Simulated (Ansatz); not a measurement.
Run this with Ansatz 0.2.0, Python API and show what comes out.

Script `tan.py`:
```python
import warnings

import ansatz as az
from tabulate import tabulate

warnings.simplefilter("ignore", az.DeckWarning)

lattice = az.Lattice.of(
    (5.196, 0.0, 0.0),
    (-2.598, 4.49987, 0.0),
    (0.0, 0.0, 2.911),
)
sites = [
    ("Ta", (1 / 3, 2 / 3, 0.5)),
    ("Ta", (2 / 3, 1 / 3, 0.5)),
    ("Ta", (0.0, 0.0, 0.0)),
    ("N", (0.39285, 0.0, 0.0)),
    ("N", (0.60715, 0.60715, 0.0)),
    ("N", (0.0, 0.39285, 0.0)),
]
crystal = az.Crystal(lattice=lattice)
for symbol, position in sites:
    crystal = crystal.atom(symbol, position)

setup = (
    crystal.calculation()
    .functional("pbesol")
    .pseudopotentials("paw")
    .kpoints(5, 5, 7)
    .scf(tolerance=1e-10)
)

rows = []
for value in [0.25, 0.15, 0.1, 0.05, 0.025]:
    data = setup.occupations("cold", width=value).run().report
    rows.append((value, data["free_energy_ev"] / len(data["lattice"]["sites"]), data["n_iterations"], data["n_kpoints"]))

print(tabulate(rows, headers=["width (eV)", "F/atom (eV)", "iterations", "k-points"], floatfmt=".4f", tablefmt="github"))

for row in rows[:-1]:
    shift = 1000 * (row[1] - rows[-1][1])
    print(f"{row[0]}: {shift:+.2f} meV/atom" + ("  (within 2 meV)" if abs(shift) < 2 else ""))
```

Output of `python tan.py`:
```text
|   width (eV) |   F/atom (eV) |   iterations |   k-points |
|--------------|---------------|--------------|------------|
|       0.2500 |    -5093.8322 |            9 |         20 |
|       0.1500 |    -5093.8322 |            9 |         20 |
|       0.1000 |    -5093.8322 |            9 |         20 |
|       0.0500 |    -5093.8322 |            9 |         20 |
|       0.0250 |    -5093.8322 |            9 |         20 |
0.25: +0.03 meV/atom  (within 2 meV)
0.15: +0.04 meV/atom  (within 2 meV)
0.1: +0.02 meV/atom  (within 2 meV)
0.05: +0.01 meV/atom  (within 2 meV)
```

Reading the output:
- Spin is left out of this run.
- The mesh is modest for a metal, so energies can be off by several to tens of meV an atom and pressures by half a GPa or more; differences at equal mesh fare better.
- The narrowest width needs the finest mesh, so the last row is no converged reference.
- Spin-orbit coupling, which matters for elements this heavy, is left out.
- The starting cell is as deposited in a crystallographic database; the results hold for this polymorph, which needn't be the stable one.
- Hardware and time: 19 s on 1 thread of Intel(R) Xeon(R) Processor @ 2.30GHz (shared host), peak memory 0.48 GiB.
